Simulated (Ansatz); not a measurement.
# CH3ClOZn: a ladder of functionals and wavefunction methods

The task here is to estimate one member of a computed series from the others.

Method: functionals in def2-TZVPP, the program's frozen cores in correlated methods; program: Ansatz 0.2.0, Gaussian basis.

Plan: LDA (SPW92), PBE-D4, revPBE-D4, BLYP-D4, r2SCAN-D4, B97M-V, PBE0-D4, B3LYP-D4, r2SCANh-D4, r2SCAN0-D4, HSE06-D4, BHLYP-D4, CAM-B3LYP-D4, LC-ωPBE, ωB97X-V, ωB97M-V, B2PLYP, PBE-QIDH; CCSD(T)/def2-SVP; CCSD(T)/def2-TZVPP; MP2/def2-QZVPP; extrapolation to the limit; RPA on PBE.

**The geometry**

An earlier PBE0-D4 in a triple-zeta def2 set relaxation fixed the geometry.

SMILES `C[O][Zn][Cl]`, 7 atoms, charge 0, spin multiplicity 1.

Atoms are counted from 1 here; the program's logs count them from 0.

Bond lengths: C1–O2 1.402 Å, C1–H5 1.095 Å, C1–H6 1.098 Å, C1–H7 1.098 Å, O2–Zn3 1.763 Å, Zn3–Cl4 2.084 Å. Angles: O2–C1–H5 108.3°, O2–C1–H6 112.7°, O2–C1–H7 112.7°, H5–C1–H6 107.5°, H5–C1–H7 107.5°, H6–C1–H7 107.9°, C1–O2–Zn3 126.5°, O2–Zn3–Cl4 175.5°.

The first run:

Input file in.yaml:

```yaml
crystal:
  periodic: [false, false, false]
  atoms:
    - {symbol: C, position_ang: [0.146267, 1.090184, 0.177241]}
    - {symbol: O, position_ang: [-0.537563, 0.111281, -0.558025]}
    - {symbol: Zn, position_ang: [-0.351599, -1.635236, -0.403938]}
    - {symbol: Cl, position_ang: [-0.245074, -3.715203, -0.339688]}
    - {symbol: H, position_ang: [-0.196851, 2.074159, -0.159003]}
    - {symbol: H, position_ang: [-0.048291, 1.023758, 1.255582]}
    - {symbol: H, position_ang: [1.233111, 1.051048, 0.027842]}
basis:
  gaussian: {orbitals: def2-TZVPP}
hamiltonian: {xc: lda}
output: {orbitals: {seedname: orbitals}}
```

Launch:

```
$ ansatz run in.yaml --threads 4 --pin off --events-out ev --progress --plain --max-ram 10444MiB
```

Among the steps run: LDA; PBE-D4 (GGA); revPBE-D4 (GGA); BLYP-D4 (GGA); r2SCAN-D4 (meta-GGA); B97M-V (meta-GGA); B3LYP-D4 (hybrid); r2SCANh-D4 (hybrid); r2SCAN0-D4 (hybrid); HSE06-D4 (hybrid); BHLYP-D4 (hybrid); CAM-B3LYP-D4 (range-separated); LC-ωPBE (range-separated); ωB97X-V (range-separated); ωB97M-V (range-separated); B2PLYP (double hybrid); PBE-QIDH (double hybrid).

One of the session's tables, all rows but one given; the rest of the session is left out.

It belongs to the step «Orbital energies across the functionals». 

| functional | HOMO (eV) | gap (eV) |
| --- | --- | --- |
| LDA (SPW92) | -6.41 | 3.93 |
| PBE-D4 | -6.23 | 4.02 |
| revPBE-D4 | -6.16 | 4.07 |
| BLYP-D4 | -6.15 | 3.97 |
| r2SCAN-D4 | -6.52 | 4.61 |
| B97M-V | -6.62 | 4.51 |
| PBE0-D4 | -7.73 | 6.44 |
| B3LYP-D4 | -7.51 | 5.89 |
| r2SCANh-D4 | -7.09 | 5.51 |
| r2SCAN0-D4 | -7.95 | 6.84 |
| HSE06-D4 | -7.32 | 5.67 |
| BHLYP-D4 | -9.21 | 8.69 |
| CAM-B3LYP-D4 | -9.21 | 8.81 |
| LC-ωPBE | -10.54 | 11.46 |
| ωB97X-V | -10.20 | 10.91 |
| ωB97M-V | ? | ? |

Estimate the missing values for ωB97M-V.

As computed: HOMO (eV): -10.14; gap (eV): 10.54. In the column «HOMO (eV)» it lies between ωB97X-V (-10.20) and BHLYP-D4 (-9.21).
